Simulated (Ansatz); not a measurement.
**C₃H₉FSi: one species, many methods**

How much do the methods differ for C₃H₉FSi? The plan is to run it at one geometry with functionals of several rungs and with coupled cluster. The yardstick is the atomisation energy at the CCSD(T) limit.

Program: Ansatz 0.2.0, Gaussian basis. Level of theory: functionals in def2-TZVPP, the program's frozen cores in correlated methods. These are calculated values, not measurements.

The runs, in order: LDA (SPW92), PBE-D4, revPBE-D4, BLYP-D4, r2SCAN-D4, B97M-V, PBE0-D4, B3LYP-D4, r2SCANh-D4, r2SCAN0-D4, HSE06-D4, BHLYP-D4, CAM-B3LYP-D4, LC-ωPBE, ωB97X-V, ωB97M-V, B2PLYP, PBE-QIDH; CCSD(T)/def2-SVP; CCSD(T)/def2-TZVPP; MP2/def2-QZVPP; extrapolation to the limit; RPA on PBE.

### 1 The geometry

The geometry comes from an earlier relaxation with PBE0-D4 in a triple-zeta def2 set; it is a stationary point, not always the lowest conformer.

SMILES `C[SiH2]CCF`, 14 atoms, charge 0, spin multiplicity 1.

Atoms are counted from 1 here; the program's logs count them from 0.

Bond lengths: C1–Si2 1.867 Å, C1–H6 1.092 Å, C1–H7 1.093 Å, C1–H8 1.091 Å, Si2–C3 1.888 Å, Si2–H9 1.491 Å, Si2–H10 1.492 Å, C3–C4 1.509 Å, C3–H11 1.096 Å, C3–H12 1.095 Å, C4–F5 1.391 Å, C4–H13 1.095 Å, C4–H14 1.094 Å. Angles: Si2–C1–H6 110.8°, Si2–C1–H7 110.7°, Si2–C1–H8 110.4°, H6–C1–H7 108.0°, H6–C1–H8 108.7°, H7–C1–H8 108.1°, C1–Si2–C3 113.2°, C1–Si2–H9 109.8°, C1–Si2–H10 110.4°, C3–Si2–H9 107.5°, C3–Si2–H10 108.0°, H9–Si2–H10 107.7°, Si2–C3–C4 114.8°, Si2–C3–H11 107.7°, Si2–C3–H12 109.4°, C4–C3–H11 108.1°, C4–C3–H12 110.0°, H11–C3–H12 106.4° and more.

### 2 LDA

This LDA is Slater exchange with PW92 correlation.

The input, in.yaml:

```yaml
crystal:
  periodic: [false, false, false]
  atoms:
    - {symbol: C, position_ang: [-1.161845, 1.553210, 0.547682]}
    - {symbol: Si, position_ang: [0.335757, 0.516004, 0.956126]}
    - {symbol: C, position_ang: [0.327914, -1.168839, 0.103135]}
    - {symbol: C, position_ang: [0.611845, -1.128829, -1.378379]}
    - {symbol: F, position_ang: [-0.286571, -0.285294, -2.022584]}
    - {symbol: H, position_ang: [-1.130231, 2.507157, 1.079090]}
    - {symbol: H, position_ang: [-2.080391, 1.036106, 0.836135]}
    - {symbol: H, position_ang: [-1.207181, 1.751453, -0.524488]}
    - {symbol: H, position_ang: [0.397512, 0.274785, 2.426429]}
    - {symbol: H, position_ang: [1.586069, 1.227863, 0.561263]}
    - {symbol: H, position_ang: [1.096142, -1.787840, 0.580893]}
    - {symbol: H, position_ang: [-0.630246, -1.666292, 0.288234]}
    - {symbol: H, position_ang: [1.616940, -0.744917, -1.580038]}
    - {symbol: H, position_ang: [0.511390, -2.113868, -1.844498]}
basis:
  gaussian: {orbitals: def2-TZVPP}
hamiltonian: {xc: lda}
output: {orbitals: {seedname: orbitals}}
```

Started as:

```bash
ansatz run in.yaml --threads 4 --pin off --events-out ev --progress --plain --max-ram 10444MiB
```

Further steps of the session: PBE-D4 (GGA); revPBE-D4 (GGA); BLYP-D4 (GGA); r2SCAN-D4 (meta-GGA); B97M-V (meta-GGA); PBE0-D4 (hybrid); B3LYP-D4 (hybrid); r2SCANh-D4 (hybrid); r2SCAN0-D4 (hybrid); HSE06-D4 (hybrid); BHLYP-D4 (hybrid); CAM-B3LYP-D4 (range-separated); LC-ωPBE (range-separated); ωB97X-V (range-separated); ωB97M-V (range-separated); B2PLYP (double hybrid); PBE-QIDH (double hybrid); CCSD(T) in def2-SVP; CCSD(T) in def2-TZVPP; MP2 in def2-QZVPP; RPA on PBE orbitals.

Q: Predict the results of all the runs planned. Wanted: atomisation energy, CCSD(T)/CBS; farthest beyond LDA; mean size of error, GGA; mean size of error, meta-GGA; mean size of error, hybrid; mean size of error, range-separated; mean size of error, double hybrid; gap, smallest and largest; T1 diagnostic.

The runs gave:

```
                               quantity                                                                                                value
        atomisation energy, CCSD(T)/CBS                                                                                      1233.9 kcal/mol
functionals within 6.2 kcal/mol (0.5 %)  r2SCAN-D4, B97M-V, PBE0-D4, B3LYP-D4, r2SCANh-D4, HSE06-D4, CAM-B3LYP-D4, LC-ωPBE, ωB97X-V, ωB97M-V
                    farthest beyond LDA                                                                            BHLYP-D4 (-26.0 kcal/mol)
                mean size of error, GGA                                                                                        11.1 kcal/mol
           mean size of error, meta-GGA                                                                                         1.8 kcal/mol
             mean size of error, hybrid                                                                                         7.1 kcal/mol
    mean size of error, range-separated                                                                                         4.1 kcal/mol
      mean size of error, double hybrid                                                                                         9.9 kcal/mol
              gap, smallest and largest                                                            7.29 eV (LDA (SPW92)), 14.34 eV (LC-ωPBE)
                          T1 diagnostic                                                                                               0.0103
triples share of the correlation energy                                                                                                3.4 %
```

**Reading.** LDA overbinds by 158.9 kcal/mol (13 %). PBE-D4 misses by +14.1 kcal/mol. Double hybrids carry the basis error of their MP2 part in triple zeta, and no dispersion term here, so their miss is partly the set-up's. The rungs meta-GGA, range-separated miss on average by less than the doubt on the reference (6.2 kcal/mol), so they tie. Misses under about 6.2 kcal/mol are within the doubt on the reference itself, which lacks core-valence correlation, relativity and higher excitations. Hartree-Fock recovers 76 % of the binding; the rest is correlation. CCSD(T) in def2-SVP is off by -57.8 kcal/mol, so the small basis spoils what the method gains. Orbital gaps span 7.3 to 14.3 eV; exact exchange widens them.
